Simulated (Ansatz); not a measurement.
# SnNH2F (SMILES [NH2][Sn][F]) at PBE/def2-SVP (core potential)

Aim: the electronic atomisation energy of SnNH2F at PBE/def2-SVP (core potential), from 5 runs. 

The calculation is run with Ansatz 0.2.0.

69 further runs of the same task are left out: 69 set aside as unsound or not needed.

**1. The system as given**

The species is SnNH2F (5 atoms), meant as a singlet with charge 0. As SMILES, `[NH2][Sn][F]`. The shape is that of a PBE0-D4/def2-TZVP optimisation. This is one conformer, not always the lowest.

Bond lengths: N1–Sn2 2.003 Å, Sn2–F3 1.951 Å, N1–H4 1.008 Å, N1–H5 1.010 Å. Angles: N1–Sn2–F3 92.0°, Sn2–N1–H4 126.2°, Sn2–N1–H5 121.8°, H4–N1–H5 112.0°.

**2. A single-point energy at PBE/def2-SVP (core potential)**

Input file job.yaml:

```yaml
crystal:
  periodic: [false, false, false]
  atoms:
    - {symbol: "N", position_ang: [-0.302900, 0.495500, -0.393300]}
    - {symbol: Sn, position_ang: [0.338900, -0.053700, 1.423200]}
    - {symbol: F, position_ang: [0.966900, -1.775900, 0.754300]}
    - {symbol: H, position_ang: [-0.746800, 1.369300, -0.629100]}
    - {symbol: H, position_ang: [-0.206200, -0.108900, -1.196600]}
basis:
  gaussian:
    orbitals: def2-SVP
magnetization:
  spin_polarized: false
hamiltonian:
  xc: {name: PBE}
accuracy: high
output:
  orbitals: {seedname: orbitals}
```

Command:

```sh
$ ansatz run job.yaml --threads 1 --pin off --max-ram 3480MiB --events-out events.jsonl --progress --plain --runs-dir runs
```

Standard output:

```text
Warning: RAYON_NUM_THREADS=1 ignored (pool sized by the plan → 1); use --threads N
Functional definition: PBE
  name "PBE"
  parameter kappa = 0.804
  parameter beta = 0.06672455060314922
  exchange = pbe_x(kappa = kappa, mu = beta*pi^2/3)
  correlation = pbe_c(beta = beta)
1479 factors; integrals over basis functions are off by at most 3.2e-9 eV
mean field evaluation 1: about -10052.7710 eV, gradient 7.6e1 eV
mean field evaluation 2: about -9972.9001 eV, gradient 1.7e2 eV
mean field evaluation 4: about -10063.1024 eV, gradient 2.2e1 eV
mean field evaluation 8: about -10064.4521 eV, gradient 4.1e-1 eV
mean field evaluation 16: about -10064.4526 eV, gradient 1.0e-5 eV
mean field -10064.45255338 eV, -369.8618094059 hartree, gradient 4.5e-8 eV, S^2 0.000000; 0 other end points of the search recorded, 0 dependent functions left out
reference -10064.45255626 eV, -369.8618095116 hartree; 20, 20 occupied and 44, 44 virtual orbitals, 1479 factors
Total energy: -10064.45255626 eV, -369.8618095116 hartree
```

Run time: 4.2 s. Hardware: 1 thread of Arm Neoverse V1, shared host; peak memory 0.16 GiB.

**3. The F atom**

Input file molecule.yaml:

```yaml
basis:
  gaussian:
    orbitals: def2-SVP
crystal:
  periodic: [false, false, false]
  atoms:
    - {symbol: F, position_ang: [0.000000, 0.000000, 0.000000]}
magnetization:
  spin_polarized: true
  initial_magnetization: 1
hamiltonian:
  xc: pbe
accuracy: high
```

Run the same way, it converges to -99.53976 Eh (log not shown).

**4. The H atom**

Input file run.yaml:

```yaml
crystal:
  periodic: [false, false, false]
  atoms:
    - {symbol: H, position_ang: [0.000000, 0.000000, 0.000000]}
basis:
  gaussian:
    orbitals: def2-SVP
accuracy: high
magnetization:
  spin_polarized: true
  initial_magnetization: 1
hamiltonian:
  xc: {name: PBE}
```

Command:

```sh
$ ansatz run run.yaml --threads 1 --pin off --max-ram 3480MiB --events-out events.jsonl --progress --plain --runs-dir runs
```

Standard output:

```text
Warning: RAYON_NUM_THREADS=1 ignored (pool sized by the plan → 1); use --threads N
Functional definition: PBE
  name "PBE"
  parameter kappa = 0.804
  parameter beta = 0.06672455060314922
  exchange = pbe_x(kappa = kappa, mu = beta*pi^2/3)
  correlation = pbe_c(beta = beta)
15 factors; integrals over basis functions are off by at most 8.9e-10 eV
mean field evaluation 1: about -13.5665 eV, gradient 4.0e-1 eV
mean field evaluation 2: about -13.5663 eV, gradient 4.0e-1 eV
mean field evaluation 4: about -13.5684 eV, gradient 5.7e-6 eV
mean field evaluation 8: about -13.5684 eV, gradient 2.0e-10 eV
mean field -13.56839668 eV, -0.4986293811 hartree, gradient 1.3e-10 eV, S^2 0.750000; 0 other end points of the search recorded, 0 dependent functions left out
reference -13.56839849 eV, -0.4986294476 hartree; 1, 0 occupied and 4, 5 virtual orbitals, 15 factors
Total energy: -13.56839849 eV, -0.4986294476 hartree
```

It took 0.12 s on 1 thread of Arm Neoverse V1, shared host.

**5. The N atom at the same level**

Input file job.yaml:

```yaml
crystal:
  periodic: [false, false, false]
  atoms:
    - {symbol: N, position_ang: [0.000000, 0.000000, 0.000000]}
basis:
  gaussian:
    orbitals: def2-SVP
magnetization:
  spin_polarized: true
  initial_magnetization: 3
hamiltonian:
  xc: {name: PBE}
accuracy: high
```

Run the same way, it converges to -54.46658 Eh (log not shown).

**6. The Sn atom**

Input file job.yaml:

```yaml
crystal:
  periodic: [false, false, false]
  atoms:
    - {symbol: Sn, position_ang: [0.000000, 0.000000, 0.000000]}
basis:
  gaussian: {orbitals: def2-SVP}
accuracy: high
magnetization: {spin_polarized: true, initial_magnetization: 2}
hamiltonian: {xc: {name: PBE}}
total_charge: 0
```

Run the same way, it converges to -214.24400 Eh (log not shown).

**7. What came out**

Level: PBE/def2-SVP (core potential).

| quantity | value |
| --- | --- |
| molecule: total energy | -369.86181 Eh |
| molecule: HOMO energy | -6.01 eV |
| molecule: LUMO energy | -2.28 eV |
| molecule: HOMO–LUMO gap | 3.74 eV |
| F atom: total energy | -99.53976 Eh |
| F atom: ⟨S²⟩ | 0.751 |
| H atom: total energy | -0.49863 Eh |
| H atom: ⟨S²⟩ | 0.750 |
| N atom: total energy | -54.46658 Eh |
| N atom: ⟨S²⟩ | 3.752 |
| Sn atom: total energy | -214.24400 Eh |
| Sn atom: ⟨S²⟩ | 2.002 |
| electronic atomisation energy | 16.714 eV |

Taking the molecule apart into free atoms costs 16.71 eV (385 kcal/mol), before zero-point energy and without spin-orbit coupling.
